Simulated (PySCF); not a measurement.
# C5H8O3: the cost of one run

Programs: PySCF 2.14.0, with routines of our own; each step states its level. All values are computed. Atoms count from 0.

## 1. The starting structure

16 atoms, charge 0, multiplicity 1; geometry from: GFN2-xTB.

## 2. Vibronic structure: TDDFT B3LYP/def2-SVP

The job: settings as JSON, then the geometry in Å.

```
{"job": {"kind": "vib", "xc": "B3LYP", "basis": "def2-SVP", "tda": false}, "charge": 0, "multiplicity": 1}
C      2.335896    -0.237819     0.004007
C      0.934415     0.330309    -0.151612
O      0.211212    -0.473106    -1.015752
C     -1.133911    -0.048200    -1.108984
C     -1.818260    -0.240583     0.240543
C     -0.948373     0.249520     1.386921
O     -1.380516     0.445173     2.487917
O      0.358179     0.426750     1.152989
H      2.828582    -0.244606    -0.962882
H      2.896790     0.371549     0.704753
H      2.268918    -1.254238     0.380740
H      0.975122     1.369094    -0.540720
H     -1.593544    -0.660325    -1.886292
H     -1.170677     1.008531    -1.414261
H     -2.778752     0.271616     0.289257
H     -1.992678    -1.304721     0.421964
```

Level: TDDFT B3LYP/def2-SVP vertical-gradient vibronic structure (displaced harmonic oscillators, Condon), gas phase.

Command:

```console
OMP_NUM_THREADS=1 python excited_run.py task.json out
```

The driver reads the jobs from task.json and runs them one after another.

**Question.** How long does this first job take on 1 thread of Intel Xeon at 2.50GHz, shared host, and how much memory does it need?

About 97 s, with a peak of 0.86 GiB.
